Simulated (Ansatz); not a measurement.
# AlH2NTe: the cost of one run

Method: single points in def2-TZVPP; program: Ansatz 0.2.0, Gaussian basis.

Cores are frozen in the correlated methods. Filled d shells of the heavier atoms are correlated. Core potentials replace the inner electrons past krypton, and spin-orbit coupling is left out.

## 1. The starting structure

5 atoms, charge 0, spin multiplicity 1.

Atoms are counted from 1 here; the program's logs count them from 0.

Bond lengths: N1–Al2 1.754 Å, N1–Te3 2.341 Å, N1–H4 1.006 Å, Al2–Te3 2.411 Å, Al2–H5 1.513 Å. Angles: Al2–N1–Te3 70.5°, Al2–N1–H4 139.8°, Te3–N1–H4 109.3°, N1–Al2–Te3 66.2°, N1–Al2–H5 138.8°, Te3–Al2–H5 154.9°, N1–Te3–Al2 43.3°.

Coordinates:

```
N    -0.69272   -0.47651   -0.52563
Al    0.45456    0.68720    0.11123
Te    0.74814   -1.54172    0.98114
H    -1.63374   -0.79376   -0.36732
H     0.75809    2.16483   -0.00016
```

## 2. PBE-D4/def2-TZVPP

Contents of run/in.yaml:

```yaml
crystal:
  periodic: [false, false, false]
  atoms:
    - {symbol: N, position_ang: [-0.692722, -0.476512, -0.525627]}
    - {symbol: Al, position_ang: [0.454557, 0.687195, 0.111233]}
    - {symbol: Te, position_ang: [0.748139, -1.541718, 0.981137]}
    - {symbol: H, position_ang: [-1.633739, -0.793759, -0.367323]}
    - {symbol: H, position_ang: [0.758094, 2.164829, -0.000165]}
basis:
  gaussian: {orbitals: def2-TZVPP}
hamiltonian: {xc: pbe, dispersion: d4}
output: {forces: true}
```

Started as:

```console
$ ansatz run in.yaml --threads 2 --pin off --events-out ev --progress --plain --max-ram 3481MiB
```

Q: Estimate wall time and peak memory on 2 threads of Arm Neoverse V2, shared host.

About 1.8 s, with a peak of 0.15 GiB.
